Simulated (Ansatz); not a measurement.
# CH5BClO (charge +1): two geometries relaxed

All numbers below are computed with Ansatz 0.2.0 (RKS r2SCANh/6-31G*).

## 1. Starting point

Bond lengths: O1–C2 1.467 Å, C2–B3 1.595 Å, B3–Cl4 1.690 Å, O1–H5 0.976 Å, O1–H6 1.028 Å, C2–H7 1.089 Å, C2–H8 1.094 Å, B3–H9 1.165 Å. Angles: O1–C2–B3 110.0°, O1–C2–H7 110.1°, O1–C2–H8 106.2°, B3–C2–H7 113.3°, B3–C2–H8 110.9°, H7–C2–H8 106.0°, C2–O1–H5 111.7°, C2–O1–H6 102.5°, H5–O1–H6 110.3°, C2–B3–Cl4 114.1°, C2–B3–H9 122.6°, Cl4–B3–H9 123.2°.

Structure file:

```xyz
9

O    -0.2202    0.7959   -1.0188
C     0.5695   -0.2125   -0.3030
B    -0.2247   -0.7143    0.9861
Cl   -1.7434    0.0009    1.1845
H     0.2172    1.6681   -1.0115
H    -1.0896    0.8286   -0.4713
H     1.5592    0.1803   -0.0738
H     0.7271   -1.0334   -1.0090
H     0.2050   -1.5135    1.7169
```

## 2. End point A

The input, input.yaml:

```yaml
crystal:
  periodic: [false, false, false]
  atoms:
    - { symbol: O, position_ang: [-0.22024, 0.79587, -1.01883] }
    - { symbol: C, position_ang: [0.56948, -0.2125, -0.30302] }
    - { symbol: B, position_ang: [-0.22474, -0.71427, 0.98611] }
    - { symbol: Cl, position_ang: [-1.7434, 0.00092, 1.18446] }
    - { symbol: H, position_ang: [0.21719, 1.66806, -1.01152] }
    - { symbol: H, position_ang: [-1.0896, 0.82856, -0.47133] }
    - { symbol: H, position_ang: [1.55917, 0.18031, -0.07378] }
    - { symbol: H, position_ang: [0.72711, -1.03339, -1.00899] }
    - { symbol: H, position_ang: [0.20502, -1.51355, 1.7169] }
total_charge: 1
basis:
  gaussian: { orbitals: "6-31G*" }
hamiltonian:
  xc: r2scanh
relax:
  f_tol: 0.015
  max_steps: 40
```

Launch:

```bash
ansatz run input.yaml --threads 1 --pin off --max-ram 2048MiB --backend cpu --events-out ev --progress --plain --runs-dir out
```

**Question.** How long does this run take on 1 thread of Arm Neoverse V1, shared host, and how much memory does it need?

About 55 s, with a peak of 0.18 GiB.
